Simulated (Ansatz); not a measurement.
**GdN (rocksalt): zero-pressure volume and bulk modulus with r²SCAN + rVV10**

The task here is to estimate one member of a computed series from the others.

Method: DFT r²SCAN + rVV10 with U = 4 eV on Gd 4f, scalar-relativistic, plane waves, PAW, in Ansatz 0.2.0.

2 further runs of the same task are left out: 2 set aside as unsound or not needed.

## The structure to begin with

Symmetry: Fm-3m, No. 225, cubic system. The conventional cell has a = 4.999 Å, b = 4.999 Å, c = 4.999 Å, α = 90.00°, β = 90.00°, γ = 90.00°. Gd (site symmetry m-3m) is surrounded by 6 N at 2.50 Å. N (site symmetry m-3m) has 6 Gd at 2.50 Å as nearest neighbours.

Coordinates:

```
CELL_PARAMETERS angstrom
0.00000 2.49950 2.49950
2.49950 0.00000 2.49950
2.49950 2.49950 0.00000
ATOMIC_POSITIONS crystal
Gd 0.50000 0.50000 0.50000
N 0.00000 0.00000 0.00000
```

At PBE+U (U_eff = 6 eV on Gd 4f), an earlier run found 0.30 GPa for this cell of 15.616 Å³/atom (8×8×8 mesh), metallic, moments in the atoms' spheres Gd 6.94; N -0.14 μB.

Set-up of the first run:

Input file input.yaml:

```yaml
crystal:
  lattice:
    - [0.0, 2.4994985661, 2.4994985661]
    - [2.4994985661, 0.0, 2.4994985661]
    - [2.4994985661, 2.4994985661, 0.0]
  atoms:
    - { symbol: Gd, position: [0.5, 0.5, 0.5], spin: 7.63 }
    - { symbol: "N", position: [0.0, 0.0, 0.0] }
basis:
  ecutwfc: 500
  ecutrho_ratio: 4
kpoints:
  mp_grid: { grid: [8, 8, 8] }
hamiltonian:
  xc: r2scan
  dispersion: rvv10
  hubbard: { sites: [{ species: Gd, l: f, u_eff: 4.0 }] }
scf:
  occupations: { method: gaussian, width: 0.05 }
  lower_state_search: "off"
output:
  forces: true
  stress: true
  eigenvalues: true
  populations: true
  hubbard: { sites: [{ species: Gd, l: f }] }
magnetization:
  spin_polarized: true
checkpoint:
  read: start.run
  write: ck
  compress: false
  write_wavefunctions: false
  write_every: 100000
```

start.run holds the state of a PBE+U run on this cell.

Started as:

```
$ ansatz run input.yaml --threads 4 --pin off --max-ram 6144MiB --backend cpu --events-out ev --progress --plain --runs-dir out
```

Among the steps run: At the given cell; Stepping to 15.337 Å³/atom; Stepping to 15.354 Å³/atom; Volume × 0.98 of the new zero; Volume × 1.02 of the new zero; Volume × 0.96 of the new zero; Volume × 1.04 of the new zero.

One of the session's tables, all rows but one given; the rest of the session is left out.

It belongs to the step «Energy and pressure against volume». 

| volume (Å³/atom) | energy (meV/atom) | pressure (GPa) |
| --- | --- | --- |
| 14.740 | 13.51 | 7.25 |
| 15.047 | ? | ? |
| 15.354 | 0.00 | 0.00 |
| 15.661 | 3.04 | -3.12 |
| 15.968 | 11.75 | -5.93 |

Q: Estimate the row for volume (Å³/atom) = 15.047 from the others.

Worked estimate for «energy (meV/atom)». A straight line through the neighbours (14.740, 13.51) and (15.354, 0.00) gives 13.51 + (0.00 − 13.51) × (15.047 − 14.740) / (15.354 − 14.740) = 6.75; a parabola fitted to 3 rows on both sides gives 3.49.

**Answer.** energy (meV/atom): 3.28; pressure (GPa): 3.45. In «energy (meV/atom)» the line misses by +3.47 and the parabola by +0.21.

Caveats from the session: Warnings in the runs' records: filled band counts differ across k points, stability check not made.
